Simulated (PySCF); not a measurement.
# C3H11BP−: electronic excitations and core binding energies

Aim: predict the electronic excitations and core binding energies of C3H11BP− (`CCC[BH2-]P`).

The runs use PySCF 2.14.0, with density-fitted response routines of our own; the level of theory stands in each step. All values are computed, except where a source is named. Atoms are numbered from 0 throughout.

### 1 The molecule as given

16 atoms, charge -1, multiplicity 1; geometry from: GFN2-xTB.

Bonds of the start (Å): C0–C1 1.53, C1–C2 1.52, C2–B3 1.64, B3–P4 2.02, C0–H5 1.09, C0–H6 1.09, C0–H7 1.09, C1–H8 1.09, C1–H9 1.09, C2–H10 1.10, C2–H11 1.10, B3–H12 1.21, B3–H13 1.21, P4–H14 1.39, P4–H15 1.39.

### 2 TDDFT and polarisability: B3LYP/def2-SVPD

What the job is given:

```
{"job": {"kind": "uv", "xc": "B3LYP", "basis": "def2-SVPD", "nstates": 8, "ntriplets": 3}, "charge": -1, "multiplicity": 1}
C      2.364210     0.355308    -0.171456
C      0.953305     0.303768     0.413094
C      0.041443    -0.692318    -0.291469
B     -1.482283    -0.733331     0.318150
P     -2.309134     1.099335     0.163242
H      2.986904     1.082311     0.354478
H      2.329711     0.634141    -1.224713
H      2.842996    -0.621885    -0.096801
H      0.496411     1.296092     0.345320
H      1.013239     0.044472     1.473883
H      0.493673    -1.691631    -0.221561
H      0.020504    -0.440808    -1.359857
H     -2.185662    -1.502746    -0.299158
H     -1.490042    -0.992519     1.503445
H     -3.633934     0.716329     0.298452
H     -2.448938     1.152427    -1.216460
```

With the program's defaults for keys left out, this is: TDDFT B3LYP/def2-SVPD, vertical, gas phase, core orbitals frozen in the response.

**Question.** This job is followed by: delta-SCF UKS SCAN, pcX-2 on the ionised atom, pcseg-1 elsewhere, spin-free X2C. Predict these results of the whole session: lowest singlet (B3LYP/def2-SVPD); brightest single state of those computed; lowest triplet; C1s binding energies, SCAN/pcX-2; B1s binding energies, SCAN/pcX-2; P1s binding energies, SCAN/pcX-2; P2p binding energies, SCAN/pcX-2.

**Answer**, as computed:

| quantity | value |
| --- | --- |
| lowest singlet (B3LYP/def2-SVPD) | 4.22 eV (293 nm), f = 0.001 |
| brightest single state of those computed | state 3, 5.26 eV, f = 0.062 |
| lowest triplet | 4.17 eV |
| C1s binding energies, SCAN/pcX-2 | C0 286.68, C1 285.87, C2 284.64 eV |
| B1s binding energies, SCAN/pcX-2 | B3 187.93 eV |
| P1s binding energies, SCAN/pcX-2 | P4 2143.71 eV |
| P2p binding energies, SCAN/pcX-2 | P4 130.48 eV |

**Reading.** The lowest singlet, at 4.22 eV, is HOMO→LUMO 0.96 and is dark; of the 8 states computed, the strongest absorption comes from state 3 at 5.26 eV. The lowest triplet lies 0.05 eV below the lowest singlet (triplets in Tamm-Dancoff, singlets in full TDDFT). The lowest singlet lies above −ε(HOMO); no detachment energy was computed, so the anion's states may not be bound. The C1s levels kept as sound span 2.04 eV, from C2 (sp3 CH2 bonded to B) up to C0 (methyl carbon).
